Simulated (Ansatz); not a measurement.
# Br₂GaH₂N, SMILES [NH2][Ga]([Br])[Br]: a rigid scan of one bond length

With the Ansatz DFT code, driven from Python.

At the Python prompt:
```pycon
>>> import warnings
>>> import ansatz as az
>>> import numpy as np
>>> warnings.simplefilter("ignore", az.DeckWarning)
>>> system = (
...     az.Crystal.molecule()
...     .atom("N", (-0.3483, 0.7282, -0.3714))
...     .atom("Ga", (0.4359, -0.9066, -0.162))
...     .atom("Br", (-0.4603, -1.6984, -1.6125))
...     .atom("Br", (1.1202, -0.7834, 2.2048))
...     .atom("H", (0.404, 1.4387, -0.3894))
...     .atom("H", (-1.1094, 1.1574, 0.2843))
... )
>>> symbols = [site.symbol for site in system.cartesian_sites]
>>> start = np.array([site.position_ang for site in system.cartesian_sites])
>>> axis = (start[3] - start[1]) / np.linalg.norm(start[3] - start[1])
>>> moving = [3]
>>> lengths, energies = [2.1, 2.27, 2.47, 2.71, 3.08, 3.7, 4.44, 5.43], []
>>> for length in lengths:
...     xyz = start.copy()
...     xyz[moving] += (length - np.linalg.norm(start[3] - start[1])) * axis
...     point = az.Crystal.molecule()
...     for symbol, place in zip(symbols, xyz):
...         point = point.atom(symbol, place.tolist())
...     base = (
...         point.calculation()
...         .basis(gaussian="def2-SVP")
...         .functional("hf")
...         .spin("collinear")
...     )
...     report = base.run(threads=1).report
...     energies.append(report["free_energy_ev"])
...     print(f"r = {length:6.3f} A  E = {energies[-1]:.5f} eV  <S^2> = {abs(report['mean_field']['state']['spin_squared']):.3f}")
...
r =  2.100 A  E = -193819.97502 eV  <S^2> = 0.000
r =  2.270 A  E = -193820.40051 eV  <S^2> = 0.000
r =  2.470 A  E = -193820.31090 eV  <S^2> = 0.000
r =  2.710 A  E = -193819.83170 eV  <S^2> = 0.000
r =  3.080 A  E = -193818.89437 eV  <S^2> = 0.108
r =  3.700 A  E = -193818.20427 eV  <S^2> = 0.870
r =  4.440 A  E = -193818.06952 eV  <S^2> = 0.998
r =  5.430 A  E = -193818.04668 eV  <S^2> = 1.015
>>> print("energy above the lowest point (eV):", [round(e - min(energies), 3) for e in energies])
energy above the lowest point (eV): [0.425, 0.0, 0.09, 0.569, 1.506, 2.196, 2.331, 2.354]
```

Reading the output:
- Total energies depend on the basis set; only differences at equal settings carry meaning.
- The rest of the molecule is held rigid at a force-field or estimated start geometry, and the basis set is modest; single-reference methods fail as a bond breaks.
- The expectation value of S² is noticeably off S(S+1) in at least one run, so that state is spin-contaminated.
- Hartree-Fock leaves correlation out, so bond, atomisation and ionisation energies come out well too low.
- Wall time of the script: 4.4 min on 1 thread of Arm Neoverse V1 (shared host), peak memory 0.75 GiB.
